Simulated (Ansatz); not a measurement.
# CH5B2ClOS: the cost of one run

Program: Ansatz 0.2.0. Level of theory: RKS PBE0-D4/def2-SVP. These are calculated values, not measurements.

## 1. Starting point

Bond lengths: O1–C2 1.343 Å, C2–B3 1.578 Å, B3–S4 1.946 Å, B3–B5 1.655 Å, B5–Cl6 1.839 Å, O1–H7 0.980 Å, C2–H8 1.102 Å, C2–H9 1.073 Å, S4–H10 1.479 Å, B5–H11 1.202 Å. Angles: O1–C2–B3 110.3°, O1–C2–H8 111.4°, O1–C2–H9 110.6°, B3–C2–H8 109.4°, B3–C2–H9 107.3°, H8–C2–H9 107.7°, C2–O1–H7 109.9°, C2–B3–S4 120.1°, C2–B3–B5 122.3°, S4–B3–B5 117.4°, B3–S4–H10 89.0°, B3–B5–Cl6 121.1°, B3–B5–H11 119.4°, Cl6–B5–H11 119.5°.

As a file:

```xyz
11

O    -1.5719   -0.8077   -0.6201
C    -0.2465   -1.0227   -0.6400
B     0.5009    0.0886    0.1946
S     1.5816   -0.4093    1.7342
B     0.5179    1.6784   -0.2652
Cl   -0.3946    2.2458   -1.7580
H    -1.9423   -1.0904    0.2417
H     0.0064   -2.0157   -0.2352
H     0.1286   -0.9748   -1.6437
H     0.3916   -0.2322    2.5951
H     1.0936    2.4830    0.4171
```

## 2. Relaxing end A

input.yaml

```yaml
crystal:
  periodic: [false, false, false]
  atoms:
    - { symbol: O, position_ang: [-1.5719, -0.8077, -0.6201] }
    - { symbol: C, position_ang: [-0.2465, -1.0227, -0.64] }
    - { symbol: B, position_ang: [0.5009, 0.0886, 0.1946] }
    - { symbol: S, position_ang: [1.5816, -0.4093, 1.7342] }
    - { symbol: B, position_ang: [0.5179, 1.6784, -0.2652] }
    - { symbol: Cl, position_ang: [-0.3946, 2.2458, -1.758] }
    - { symbol: H, position_ang: [-1.9423, -1.0904, 0.2417] }
    - { symbol: H, position_ang: [0.0064, -2.0157, -0.2352] }
    - { symbol: H, position_ang: [0.1286, -0.9748, -1.6437] }
    - { symbol: H, position_ang: [0.3916, -0.2322, 2.5951] }
    - { symbol: H, position_ang: [1.0936, 2.483, 0.4171] }
basis:
  gaussian: { orbitals: def2-SVP }
hamiltonian:
  xc: pbe0
  dispersion: d4
relax:
  f_tol: 0.02
  max_steps: 50
```

Started as:

```console
$ ansatz run input.yaml --threads 2 --pin off --max-ram 3072MiB --backend cpu --events-out ev --progress --plain --runs-dir out
```

What time and memory should one allow on 2 threads of Intel Xeon Platinum 8488C (Sapphire Rapids), shared host?

About 59 s, with a peak of 0.3 GiB.
